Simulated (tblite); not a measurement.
# C34H30O8: the cost of one run

Computed with tblite 0.8.0 and PySCF 2.14.0 and routines of our own; the level stands in each step. Atoms count from 0.

## 1. The system as given

72 atoms, charge 0, multiplicity 1; geometry from: force field, distance geometry or constructed start.

## 2. Geometry optimisation with GFN2-xTB

What the job is given:

```
{"job": {"kind": "relax", "xc": "GFN2-xTB", "basis": "xTB"}, "charge": 0, "multiplicity": 1}
C     -6.653400    -1.706400    -2.549100
O     -6.295000    -1.066900    -1.340200
C     -5.577700     0.136700    -1.564000
O     -4.293200    -0.089900    -2.172300
C     -3.275800    -0.043800    -1.140600
O     -2.916800    -1.337000    -0.705700
C     -2.136100    -1.996200    -1.682800
O     -0.771200    -1.517200    -1.671100
C      0.059400    -2.447900    -0.939900
O      0.266300    -2.040100     0.399400
C      0.971900    -0.819900     0.458200
O      2.347400    -0.974300     0.055600
C      3.172900    -0.146300     0.909700
O      3.419600     1.109200     0.301000
C      4.426900     1.008200    -0.678900
O      5.732900     0.884400    -0.064200
C      6.399100     2.173800    -0.082200
C      6.352600     2.769600     1.312000
C      5.648700     2.968800    -1.091000
C      5.952200     4.198900    -1.650700
C      5.054000     4.740900    -2.580400
C      3.884000     4.048200    -2.930600
C      3.598300     2.812200    -2.349400
C      4.490100     2.276600    -1.443900
C      2.356400     0.058700     2.132000
C      2.708100     0.577200     3.365700
C      1.737900     0.651200     4.358300
C      0.428700     0.203300     4.110700
C      0.082100    -0.310200     2.856500
C      1.061600    -0.371600     1.883400
C     -0.725600    -3.710700    -0.924200
C     -0.352600    -4.984600    -0.533400
C     -1.308600    -6.002200    -0.581100
C     -2.617500    -5.730700    -0.994500
C     -2.987500    -4.435800    -1.382300
C     -2.024400    -3.440800    -1.343100
C     -3.914600     0.699000    -0.026100
C     -3.347300     1.231500     1.123800
C     -4.185900     1.864800     2.041000
C     -5.571600     1.965600     1.800300
C     -6.122700     1.417900     0.641700
C     -5.270500     0.791200    -0.261100
H     -7.224900    -2.603500    -2.308200
H     -5.768500    -2.004400    -3.115500
H     -7.292700    -1.045100    -3.151000
H     -6.156800     0.813600    -2.217800
H     -2.411900     0.515700    -1.532200
H     -2.544000    -1.875700    -2.688200
H      1.002900    -2.577100    -1.479000
H      0.504400    -0.032000    -0.140800
H      4.098000    -0.697400     1.144100
H      4.276900     0.154800    -1.353900
H      7.432300     2.005300    -0.402400
H      5.319600     2.894100     1.662100
H      6.852400     2.108000     2.029100
H      6.843900     3.753900     1.344400
H      6.858200     4.730000    -1.381900
H      5.268500     5.710300    -3.036900
H      3.196200     4.483200    -3.645200
H      2.683700     2.277600    -2.614300
H      3.721700     0.925400     3.552300
H      1.994300     1.050300     5.335300
H     -0.316900     0.258200     4.897800
H     -0.927100    -0.659100     2.661100
H      0.663300    -5.183800    -0.183600
H     -1.044500    -7.008800    -0.271700
H     -3.354500    -6.525200    -1.014000
H     -4.004600    -4.217600    -1.676700
H     -2.287200     1.139100     1.310600
H     -3.772800     2.286500     2.958700
H     -6.208900     2.449700     2.530200
H     -7.192400     1.474500     0.457100
```

Launch:

```sh
$ OMP_NUM_THREADS=4 python large_run.py task.json out
```

This one command runs all jobs of the session in turn.

**Question.** How long does this first job take on 4 threads of Arm Neoverse N1, shared host, and how much memory does it need?

About 6.8 s, with a peak of 0.19 GiB.
